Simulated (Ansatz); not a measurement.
# CH5BrS: the cost of one run

Method: RKS PBE-D4/def2-SVP; program: Ansatz 0.2.0, Gaussian basis.

Levels: PBE-D4, revPBE-D4, BLYP-D4, r2SCAN-D4, B97M-V, PBE0-D4, B3LYP-D4, HSE06-D4, wB97X-V, wB97M-V, B2PLYP, Hartree-Fock, MP2, CCSD, CCSD(T). The reference is CCSD(T) extrapolated to the basis limit. For elements past Ar these valence bases correlate outer-core shells poorly and lack relativity, so that limit is rough.

Cores are frozen in the correlated methods. Filled d shells of the heavier atoms are correlated. B3LYP uses VWN-RPA correlation. B2PLYP carries no dispersion term here.

176 further runs of the same task are left out: 176 set aside as unsound or not needed. Runs told in other sessions of the task aren't counted.

### Step 1. Where the work starts

The pair, from a GFN2-xTB docking trial: 8 atoms, charge 0, spin multiplicity 1.

Atoms are counted from 1 here; the program's logs count them from 0.

Bond lengths: Br1–H2 1.425 Å, C3–S4 1.823 Å, C3–H5 1.086 Å, C3–H6 1.087 Å, C3–H7 1.087 Å, S4–H8 1.334 Å. Angles: S4–C3–H5 109.2°, S4–C3–H6 106.6°, S4–C3–H7 110.0°, H5–C3–H6 110.0°, H5–C3–H7 111.0°, H6–C3–H7 110.1°, C3–S4–H8 96.2°.

As a file:

```xyz
8

Br   -0.36010    0.15710   -2.96800
H     0.54870    0.08860   -1.87190
C    -0.32620   -0.41640    0.97360
S     1.20890    0.31070    0.31260
H    -0.58930    0.08620    1.89940
H    -0.11450   -1.46460    1.16750
H    -1.12470   -0.32630    0.24190
H     0.75710    1.56450    0.24500
```

Atoms 1 to 2 are fragment A (HBr), the rest fragment B (CH4S).

### Step 2. A first relaxation in a small basis

File pre/in.yaml:

```yaml
crystal:
  periodic: [false, false, false]
  atoms:
    - {symbol: Br, position_ang: [-0.360100, 0.157100, -2.968000]}
    - {symbol: H, position_ang: [0.548700, 0.088600, -1.871900]}
    - {symbol: C, position_ang: [-0.326200, -0.416400, 0.973600]}
    - {symbol: S, position_ang: [1.208900, 0.310700, 0.312600]}
    - {symbol: H, position_ang: [-0.589300, 0.086200, 1.899400]}
    - {symbol: H, position_ang: [-0.114500, -1.464600, 1.167500]}
    - {symbol: H, position_ang: [-1.124700, -0.326300, 0.241900]}
    - {symbol: H, position_ang: [0.757100, 1.564500, 0.245000]}
basis:
  gaussian: {orbitals: def2-SVP}
hamiltonian: {xc: pbe, dispersion: d4}
relax: {f_tol: 0.03, max_steps: 250}
```

Launch:

```bash
ansatz run in.yaml --threads 4 --pin off --events-out ev --progress --plain --max-ram 9574MiB
```

**Question.** How long does this run take on 4 threads of Intel Xeon 6975P-C, shared host?

About 4.7 s.
